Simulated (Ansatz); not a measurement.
## Ta3AsAu2O13 in Ansatz: the effect of Hubbard term

The system is Ta3AsAu2O13.

```xyz
19
Lattice="5.7238 -0.0075 -0.0040 1.3028 6.2550 0.0056 0.2757 1.3007 8.3675" Properties=species:S:1:pos:R:3 pbc="T T T"
Ta    1.8016    2.6675    4.8901
Ta    0.6106    1.9943    8.3559
Ta    4.2828    4.5395    4.2252
As    4.7578    6.6860    6.9518
Au    3.4916    0.8150    1.5556
Au    1.4492    5.7148    3.7432
O     4.8936    5.2811    5.9496
O     3.3221    1.7411    5.8246
O     6.2809    6.7422    7.6940
O     3.3672    6.6706    7.9235
O     4.5687    1.8638    0.2577
O     1.7240    1.5064    0.9269
O     0.9962    1.2256    4.1088
O     3.3758    2.9946    3.6400
O     0.9058    2.6910    6.5776
O     6.1615    3.9169    3.8186
O     4.0664    5.7780    2.9290
O     2.4385    4.7506    5.2300
O     6.5613    6.2408    1.8957
```

The cell was built by a generator and needn't be a form met in nature.

Alike in all runs:

- Program: Ansatz 0.2.0
- Task: single point
- Functional: PBE
- Potentials or basis: all-electron LAPW, scalar-relativistic
- Cutoff: 522 eV (chosen from the basis error)
- Basis error allowed: 0.003 eV/atom
- k mesh: 4 × 4 × 3
- Occupations: fermi-dirac, width 0.05 eV
- Spin: no spin polarisation

```tsv
Hubbard term	gap on the mesh (eV)	pressure (GPa)	largest force (eV/Å)
none	1.29	0.1	0.02
Au d U = 3 eV, Ta d U = 3 eV	1.43	1.1	0.18
Au d U = 6 eV, Ta d U = 6 eV	?	?	?
```

Problem. What does the run with Hubbard term Au d U = 6 eV, Ta d U = 6 eV give?

Solution. gap on the mesh 1.44 eV; pressure 2.4 GPa; largest force 0.37 eV/Å.

Caveats: spin-orbit coupling is left out, which moves the levels of the heavy elements; an odd mesh through Γ misses points on the zone boundary, where band edges often lie; U is the effective U less J, on atomic orbitals that reach past the spheres (some runs).
